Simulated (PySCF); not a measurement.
**3-Aminophenol: geometry, NMR shifts, spin-spin couplings, electronic excitations and core binding energies**

Aim: predict the NMR shifts, spin-spin couplings, electronic excitations and core binding energies of 3-Aminophenol (`Nc1cccc(O)c1`).

Programs: PySCF 2.14.0, with density-fitted response routines of our own. Each step states its level of theory. These are calculated values for one molecule in the gas phase, unless marked as measured. Atoms count from 0, in the outputs and in this text.

## 1. Starting geometry

15 atoms, charge 0, multiplicity 1; geometry from: GFN2-xTB.

Bonds of the start (Å): N0–C1 1.38, C1–C2 1.40, C2–C3 1.38, C3–C4 1.38, C4–C5 1.39, C5–O6 1.36, C5–C7 1.39, C7–C1 1.39, N0–H8 1.01, N0–H9 1.01, C2–H10 1.08, C3–H11 1.08, C4–H12 1.08, O6–H13 0.96, C7–H14 1.08.

## 2. Optimising the geometry at PBE0-D3(BJ)/def2-SVP

Job settings and geometry (Å):

```
{"job": {"xc": "PBE0", "basis": "def2-SVP", "d3": "d3bj", "grid": 1, "kind": "geom"}, "charge": 0, "multiplicity": 1}
N      2.339654    -0.011828     0.853521
C      1.024458     0.066214     0.444041
C      0.223166     1.142445     0.831231
C     -1.067852     1.249461     0.357362
C     -1.589175     0.298653    -0.502998
C     -0.797666    -0.775712    -0.891574
O     -1.260350    -1.744688    -1.733032
C      0.500304    -0.892335    -0.418187
H      2.581532     0.509436     1.680173
H      2.774553    -0.917223     0.784447
H      0.623512     1.889151     1.500899
H     -1.682698     2.083477     0.662480
H     -2.602354     0.386645    -0.871215
H     -2.168297    -1.540943    -1.987032
H      1.096799    -1.734764    -0.732029
```

**Question.** This job is followed by: GIAO PBE0/pcSseg-1 NMR shielding, non-relativistic, gas phase; B3LYP/pcJ-1 indirect spin-spin coupling, non-relativistic, gas phase; TDDFT PBE0/def2-SVPD, vertical, gas phase, core orbitals frozen in the response; GIAO PBE/pcSseg-1 NMR shielding, non-relativistic, gas phase; delta-SCF UKS SCAN, pcX-2 on the ionised atom, pcseg-1 elsewhere, spin-free X2C. Predict these results of the whole session: point group; rotational constants (main isotopes); 13C shifts against TMS (PBE0/pcSseg-1); 1H shifts against TMS (PBE0/pcSseg-1, means over atoms taken as alike); 15N shifts against NH3 (PBE0/pcSseg-1); 17O shifts against H2O (PBE0/pcSseg-1); largest coupling of the table (B3LYP/pcJ-1); lowest singlet (PBE0/def2-SVPD); brightest single state of those computed; lowest triplet; vertical ionisation energy (ΔSCF); C1s binding energies, SCAN/pcX-2 (standing for 4 of 6 atoms); N1s binding energies, SCAN/pcX-2; O1s binding energies, SCAN/pcX-2; range of the shift of O6.

As calculated:

| quantity | value |
| --- | --- |
| point group | C1 |
| rotational constants (main isotopes) | 3.75, 1.83, 1.23 GHz |
| 13C shifts against TMS (PBE0/pcSseg-1) | 163.5, 153.5, 135.7, 108.4, 105.0, 101.9 ppm |
| 1H shifts against TMS (PBE0/pcSseg-1, means over atoms taken as alike) | 6.96, 6.08, 6.04, 5.78, 3.63, 3.06 ppm |
| 15N shifts against NH3 (PBE0/pcSseg-1) | 76.9 ppm |
| 17O shifts against H2O (PBE0/pcSseg-1) | 124.4 ppm |
| largest coupling of the table (B3LYP/pcJ-1) | 1J(C,H) C2–H10, 164.8 Hz |
| lowest singlet (PBE0/def2-SVPD) | 4.86 eV (255 nm), f = 0.034 |
| brightest single state of those computed | state 10, 6.59 eV, f = 0.466 |
| lowest triplet | 3.86 eV |
| vertical ionisation energy (ΔSCF) | 7.69 eV |
| C1s binding energies, SCAN/pcX-2 (standing for 4 of 6 atoms) | C3 290.09, C7 289.63, C4 289.63, C2 289.59 eV |
| N1s binding energies, SCAN/pcX-2 | N0 405.38 eV |
| O1s binding energies, SCAN/pcX-2 | O6 539.16 eV |
| range of the shift of O6 | 124.4 to 137.9 ppm |

What this shows: Over 4 steps the energy fell by 0.035 eV; of the close pairs, C7–H14 changed most, 1.079 to 1.092 Å. At PBE0/pcSseg-1: Shielding is most anisotropic at C3 (span 232 ppm, paramagnetic term -205 ppm). In the run at B3LYP/pcJ-1, the largest coupling of the table is C2–H10, 164.8 Hz, of which the Fermi-contact term gives 163.1 Hz. The lowest singlet, at 4.86 eV, is HOMO→LUMO 0.78, HOMO−1→LUMO+1 0.16 and is weak; of the 10 states computed, the strongest absorption comes from state 10 at 6.59 eV (the last computed, so partners may be missing). The lowest triplet lies 1.00 eV below the lowest singlet (triplets in Tamm-Dancoff, singlets in full TDDFT). The orbital energy would give 5.88 eV for ionisation, ΔSCF gives 7.69 eV. C3 (aromatic CH) binds its C1s electron 0.51 eV more tightly than C2 (aromatic CH). Only 4 of the 6 C atoms are covered by sound results. In ppm, O6 moves most: its shift spreads over 13.6 ppm, from 124.4 (PBE0/pcSseg-1) to 137.9 (PBE/pcSseg-1).
